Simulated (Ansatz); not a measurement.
# CH₈AsBSi: how energies converge with the basis set

An exercise on one series of results from a longer session: the logs are not shown, and one member is left open.

The runs use Ansatz 0.2.0, Gaussian basis; one geometry, several basis sets.

Plan: PBE0-D4/def2-SVP; ωB97M-V/def2-SVP; PBE0-D4/def2-QZVPP; ωB97M-V/def2-QZVPP; the functionals' def2-TZVPP values are taken from earlier runs.

**The geometry**

The geometry comes from an earlier relaxation with PBE0-D4 in a triple-zeta def2 set; it is a stationary point, not always the lowest conformer.

SMILES `[SiH3]CB[AsH2]`, 12 atoms, charge 0, spin multiplicity 1.

Atoms are counted from 1 here; the program's logs count them from 0.

Bond lengths: Si1–C2 1.894 Å, Si1–H5 1.486 Å, Si1–H6 1.487 Å, Si1–H7 1.486 Å, C2–B3 1.538 Å, C2–H8 1.094 Å, C2–H9 1.095 Å, B3–As4 2.012 Å, B3–H10 1.198 Å, As4–H11 1.517 Å, As4–H12 1.515 Å. Angles: C2–Si1–H5 110.1°, C2–Si1–H6 109.2°, C2–Si1–H7 110.8°, H5–Si1–H6 109.0°, H5–Si1–H7 108.9°, H6–Si1–H7 108.8°, Si1–C2–B3 107.6°, Si1–C2–H8 105.2°, Si1–C2–H9 104.8°, B3–C2–H8 115.3°, B3–C2–H9 113.2°, H8–C2–H9 109.8°, C2–B3–As4 123.2°, C2–B3–H10 120.1°, As4–B3–H10 115.8°, B3–As4–H11 98.8°, B3–As4–H12 97.0°, H11–As4–H12 95.9°.

The first run:

File in.yaml:

```yaml
crystal:
  periodic: [false, false, false]
  atoms:
    - {symbol: Si, position_ang: [-0.870550, 1.586323, -0.170505]}
    - {symbol: C, position_ang: [0.020386, 0.303398, 0.901083]}
    - {symbol: B, position_ang: [0.959263, -0.498324, -0.015514]}
    - {symbol: As, position_ang: [0.350488, -2.073696, -1.108160]}
    - {symbol: H, position_ang: [-1.756550, 0.906415, -1.150277]}
    - {symbol: H, position_ang: [-1.696245, 2.462851, 0.701326]}
    - {symbol: H, position_ang: [0.105799, 2.427848, -0.909472]}
    - {symbol: H, position_ang: [-0.775721, -0.276860, 1.376935]}
    - {symbol: H, position_ang: [0.553469, 0.890677, 1.655704]}
    - {symbol: H, position_ang: [2.055254, -0.082621, -0.264153]}
    - {symbol: H, position_ang: [-0.467646, -2.787787, -0.048981]}
    - {symbol: H, position_ang: [1.598951, -2.913324, -0.933986]}
basis:
  gaussian: {orbitals: def2-SVP}
hamiltonian: {xc: pbe0, dispersion: d4}
output: {orbitals: {seedname: orbitals}}
```

On the command line:

```
$ ansatz run in.yaml --threads 4 --pin off --events-out ev --progress --plain --max-ram 10444MiB
```

Steps of the session up to this table: PBE0-D4 in def2-SVP; ωB97M-V in def2-SVP; PBE0-D4 in def2-QZVPP; ωB97M-V in def2-QZVPP.

One table of the session follows, with a row left open; its other results are not shown here.

```
functional       basis  HOMO (eV)
   PBE0-D4    def2-SVP      -7.07
   PBE0-D4  def2-TZVPP      -7.11
   PBE0-D4  def2-QZVPP          ?
   ωB97M-V    def2-SVP      -9.15
   ωB97M-V  def2-TZVPP      -9.21
   ωB97M-V  def2-QZVPP      -9.24
```

**Question.** Estimate the row for PBE0-D4, def2-QZVPP.

The run gave: HOMO (eV): -7.14. In the column «HOMO (eV)» it lies between ωB97M-V, def2-SVP (-9.15) and PBE0-D4, def2-TZVPP (-7.11).
